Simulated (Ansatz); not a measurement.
# BiW (element-swapped structure): how the settings move a single-point run

How sensitive is a single-point run of BiW (element-swapped structure) to its settings? A reference run comes first, then three runs with altered input.

Method: reference: DFT PBE, plane waves, PAW, scalar-relativistic, no spin polarisation, in Ansatz 0.2.0.

## (1) The system as given

The structure is monoclinic, space group P2/c (No. 13). The conventional cell has a = 5.392 Å, b = 6.521 Å, c = 5.669 Å, α = 90.00°, β = 90.33°, γ = 90.00°. Around W (site symmetry 2) lie 2 W at 3.70 Å and 8 Bi at 4.00 to 4.24 Å. Bi (site symmetry 2) is surrounded by 2 Bi at 3.68 Å and 8 W at 4.00 to 4.24 Å.

As a file:

```cif
data_structure
_symmetry_space_group_name_H-M 'P 1'
_symmetry_Int_Tables_number 1
_cell_length_a 5.3921
_cell_length_b 6.5212
_cell_length_c 5.6686
_cell_angle_alpha 90.000
_cell_angle_beta 89.670
_cell_angle_gamma 90.000
_cell_volume 199.32
loop_
_atom_site_label
_atom_site_type_symbol
_atom_site_fract_x
_atom_site_fract_y
_atom_site_fract_z
_atom_site_occupancy
W1 W 0.00000 0.18200 0.25000 1
W2 W 0.00000 0.81800 0.75000 1
Bi1 Bi 0.50000 0.68000 0.25000 1
Bi2 Bi 0.50000 0.32000 0.75000 1
```

## (2) Baseline

File input.yaml:

```yaml
crystal:
  lattice:
    - [5.392112, 0.0, 0.0]
    - [0.0, 6.52123, 0.0]
    - [0.032652, 0.0, 5.668539]
  atoms:
    - { symbol: W, position: [0.0, 0.182, 0.25] }
    - { symbol: W, position: [0.0, 0.818, 0.75] }
    - { symbol: Bi, position: [0.5, 0.68, 0.25] }
    - { symbol: Bi, position: [0.5, 0.32, 0.75] }
  symmetry: { tolerance: 0.0003 }
kpoints:
  mp_grid: { grid: [4, 3, 3], shift: [0, 0, 0] }
magnetization:
  spin_polarized: false
scf:
  occupations: { method: fermi_dirac }
hamiltonian:
  pseudopotentials: { kind: paw }
  xc: pbe
basis:
  ecutwfc: 420
output:
  forces: true
  stress: true
  eigenvalues: true
  write_density: true
  write_potential: true
  elf: true
  volumetric_format: npy
```

Launch:

```console
ansatz run input.yaml --threads 1 --pin off --max-ram 2560MiB --backend cpu --events-out ev --progress --plain --runs-dir out
```

## (3) Changed: mp_grid.grid [3, 2, 2], occupations.method tetrahedron_uncorrected

input.yaml, as its differences from that of step 2:

```diff
@@ -12,3 +12,3 @@
 kpoints:
-  mp_grid: { grid: [4, 3, 3], shift: [0, 0, 0] }
+  mp_grid: { grid: [3, 2, 2], shift: [0, 0, 0] }
 magnetization:
@@ -16,3 +16,3 @@
 scf:
-  occupations: { method: fermi_dirac }
+  occupations: { method: tetrahedron_uncorrected }
 hamiltonian:
@@ -26,5 +26 @@
   eigenvalues: true
-  write_density: true
-  write_potential: true
-  elf: true
-  volumetric_format: npy
```

## (4) A run with other settings

input.yaml, as its differences from that of step 2:

```diff
@@ -12,3 +12,3 @@
 kpoints:
-  mp_grid: { grid: [4, 3, 3], shift: [0, 0, 0] }
+  mp_grid: { grid: [1, 1, 1], shift: [0, 0, 0] }
 magnetization:
@@ -26,5 +26 @@
   eigenvalues: true
-  write_density: true
-  write_potential: true
-  elf: true
-  volumetric_format: npy
```

## (6) Variant: lower_state_search full

input.yaml, as its differences from that of step 2:

```diff
@@ -17,2 +17,3 @@
   occupations: { method: fermi_dirac }
+  lower_state_search: full
 hamiltonian:
@@ -26,5 +27 @@
   eigenvalues: true
-  write_density: true
-  write_potential: true
-  elf: true
-  volumetric_format: npy
```

(Steps that only read results are left out.)

Before running it: what results should come out? Wanted: for each run, ending; energy change; pressure; gap; force.

**Answer**, as computed:

| run | ending | energy change | pressure (GPa) | gap (eV) | force (eV/Å) | cycles | time |
| --- | --- | --- | --- | --- | --- | --- | --- |
| reference | converged | 0 | -13.7 | 0.00 | 1.73 | 8 | 4.4 s |
| 1: mp_grid.grid [3, 2, 2], occupations.method tetrahedron_uncorrected | converged | -8.7 meV/atom (σ→0) | -13.8 | 0.00 | 1.74 | 11 | 2.2 s |
| 2: mp_grid.grid [1, 1, 1] | converged | +434.4 meV/atom | -11.3 | 0.04 | 1.76 | 10 | 0.84 s |
| 3: lower_state_search full | converged | 0.0 meV/atom | -13.7 | 0.00 | 1.73 | 14 | 37 s |

Times don't compare one to one where runs were asked for different outputs or read a saved state (see the inputs); cycles may leave out searches for a lower state.

Residual by cycle in the longest SCF loop of each run; runs are numbered as in the table. The quantity is the density residual dr2, in eV.

```
cycle  reference    run 1   run 2    run 3
    1      0.111   0.0551   0.506    0.111
    2      0.032   0.0111    0.21    0.032
    3    0.00162  0.00234  0.0486  0.00162
    4     1.5e-4   4.1e-4  0.0053   1.5e-4
    5     2.2e-5   6.3e-5  6.4e-4   2.2e-5
    6     5.8e-6   8.9e-6  1.3e-4   5.8e-6
    7     9.8e-7   1.7e-6  1.8e-5   9.8e-7
    8     9.1e-8   5.6e-7  3.9e-6   9.1e-8
    9          -   2.5e-7  7.3e-7        -
   10          -   1.0e-7  7.2e-8        -
   11          -   3.0e-8       -        -
```

What this shows: Of the variants the dearest is «lower_state_search full» (37 s), the cheapest «mp_grid.grid [1, 1, 1]» (0.84 s), on a shared host. The structure is not at rest: the sound run finds -14 GPa, so these are no properties of the relaxed crystal. 

Caveats on the reference run: it is run without spin, though an odd electron count or open d shells could carry moments; its mesh is coarse for a cell with so small a gap or none; the structure is made up and not relaxed.
